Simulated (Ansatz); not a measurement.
# ScTeAs3: the cost of one run

Computed with Ansatz 0.2.0 (DFT PBE, scalar-relativistic, plane waves, PAW, unless a step's input says otherwise).

## (1) Starting point

The structure is hexagonal, space group P6/mmm (No. 191). The conventional cell has a = 5.870 Å, b = 5.870 Å, c = 5.301 Å, α = 90.00°, β = 90.00°, γ = 120.00°. Around Sc (site symmetry 6/mmm) lie 2 Te at 2.65 Å. Te (site symmetry 6/mmm) has 2 Sc at 2.65 Å and 6 As at 2.93 Å as nearest neighbours. Around As (site symmetry mmm) lie 4 As at 2.93 Å and 2 Te at 2.93 Å.

As a file:

```cif
data_structure
_symmetry_space_group_name_H-M 'P6/mmm'
_symmetry_Int_Tables_number 191
_cell_length_a 5.8697
_cell_length_b 5.8697
_cell_length_c 5.3007
_cell_angle_alpha 90.000
_cell_angle_beta 90.000
_cell_angle_gamma 120.000
_cell_volume 158.16
loop_
_atom_site_label
_atom_site_type_symbol
_atom_site_symmetry_multiplicity
_atom_site_Wyckoff_symbol
_atom_site_fract_x
_atom_site_fract_y
_atom_site_fract_z
_atom_site_occupancy
Sc1 Sc 1 b 0.00000 0.00000 0.50000 1
Te1 Te 1 a 0.00000 0.00000 0.00000 1
As1 As 3 f 0.50000 0.00000 0.00000 1
```

The cell was relaxed beforehand at this level, from a generated guess; it is a trial structure. At a tolerance of 0.05 Å it has space group P6/mmm (No. 191); it has 31.63 Å³/atom, an uncorrected energy of +0.58 eV/atom over the elements.

## (2) Bands, states and charges

The input, input.yaml:

```yaml
crystal:
  lattice:
    - [5.8696577724, 0.0, 0.0]
    - [-2.9348288862, 5.0832727424, 0.0]
    - [0.0, 0.0, 5.3007495939]
  atoms:
    - { symbol: Sc, position: [0.0, 0.0, 0.5] }
    - { symbol: Te, position: [0.0, 0.0, 0.0] }
    - { symbol: As, position: [0.5, 0.0, 0.0] }
    - { symbol: As, position: [0.0, 0.5, 0.0] }
    - { symbol: As, position: [0.5, 0.5, 0.0] }
basis:
  ecutwfc: 420
kpoints:
  mp_grid: { grid: [6, 6, 8] }
  band_path:
    path:
      - [[0.0, 0.0, 0.0], [0.5, 0.0, 0.0], [0.33333333, 0.33333333, 0.0], [0.0, 0.0, 0.0], [0.0, 0.0, 0.5], [0.5, 0.0, 0.5], [0.33333333, 0.33333333, 0.5], [0.0, 0.0, 0.5]]
      - [[0.5, 0.0, 0.5], [0.5, 0.0, 0.0]]
      - [[0.33333333, 0.33333333, 0.5], [0.33333333, 0.33333333, 0.0]]
    npoints: 14
hamiltonian:
  xc: pbe
scf:
  occupations: { method: gaussian, width: 0.1 }
  n_extra_bands: 12
output:
  forces: true
  stress: true
  eigenvalues: true
  populations: true
  dos: { projected: true, de: 0.02, nscf_kmesh: { grid: [8, 8, 10] } }
  bader: true
  write_density: true
  write_potential: true
  elf: true
  volumetric_format: npy
```

On the command line:

```bash
> ansatz run input.yaml --threads 1 --pin off --max-ram 2560MiB --backend cpu --events-out ev --progress --plain --runs-dir out
```

What time and memory should one allow on 1 thread of Intel Xeon at 2.50GHz (Skylake/Cascade Lake), shared host?

About 3 min, with a peak of 0.8 GiB.
